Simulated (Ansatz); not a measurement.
# Si3Ge: a single-point run

The task is a single-point run on Si3Ge. The structure is shown as the input types it. The cell is built on a prototype (ordering on diamond) and needn't be the phase found in nature.

Method: density functional or hybrid calculation with the settings of its input, plane waves (as first typed), in Ansatz 0.2.0.

5 further runs of the same task are left out: 2 for a known fault of the program, 3 that didn't finish.

## (1) The starting structure

It takes space group P-4m2 (No. 115, tetragonal). Conventional cell: a = 3.888 Å, b = 3.888 Å, c = 5.484 Å, α = 90.00°, β = 90.00°, γ = 90.00°. Around Si (site symmetry 2mm) lie 2 Si at 2.36 Å and 2 Ge at 2.39 Å. Si (site symmetry -4m2) has 4 Si at 2.36 Å as nearest neighbours. Around Ge (site symmetry -4m2) lie 4 Si at 2.39 Å.

As a file:

```cif
data_structure
_symmetry_space_group_name_H-M 'P 1'
_symmetry_Int_Tables_number 1
_cell_length_a 3.8881
_cell_length_b 3.8881
_cell_length_c 5.4837
_cell_angle_alpha 90.000
_cell_angle_beta 90.000
_cell_angle_gamma 90.000
_cell_volume 82.90
loop_
_atom_site_label
_atom_site_type_symbol
_atom_site_fract_x
_atom_site_fract_y
_atom_site_fract_z
_atom_site_occupancy
Si1 Si 0.50000 0.00000 0.75488 1
Si2 Si 0.50000 0.50000 0.00000 1
Si3 Si 0.00000 0.50000 0.24512 1
Ge1 Ge 0.00000 0.00000 0.50000 1
```

## (2) The run

The input, input.yaml:

```yaml
crystal:
  lattice:
    - [3.8880966177, 0.0, 0.0]
    - [0.0, 3.8880966177, 0.0]
    - [0.0, 0.0, 5.4836775972]
  atoms:
    - { symbol: Si, position: [0.5, 0.0, 0.754877492] }
    - { symbol: Si, position: [0.5, 0.5, 0.0] }
    - { symbol: Si, position: [0.0, 0.5, 0.245122508] }
    - { symbol: Ge, position: [0.0, 0.0, 0.5] }
kpoints:
  mp_grid: { grid: [1, 1, 1] }
hamiltonian:
  xc: pbesol
scf:
  occupations: { method: fixed }
  n_extra_bands: 5
output:
  forces: true
  stress: true
  eigenvalues: true
```

Command:

```console
ansatz run input.yaml --threads 4 --pin off --max-ram 3686MiB --backend cpu --events-out ev --progress --plain --runs-dir out
```

What happens when this is run?

The program finished normally. It gives a pressure of 18 GPa, which is large; a structure far from rest gives such values too, whatever the setting.

Look at the input: kpoints.mp_grid.grid is [1, 1, 1]. One k-point can't sample the Brillouin zone of so small a cell.

The test: set kpoints.mp_grid.grid to [4, 4, 4].
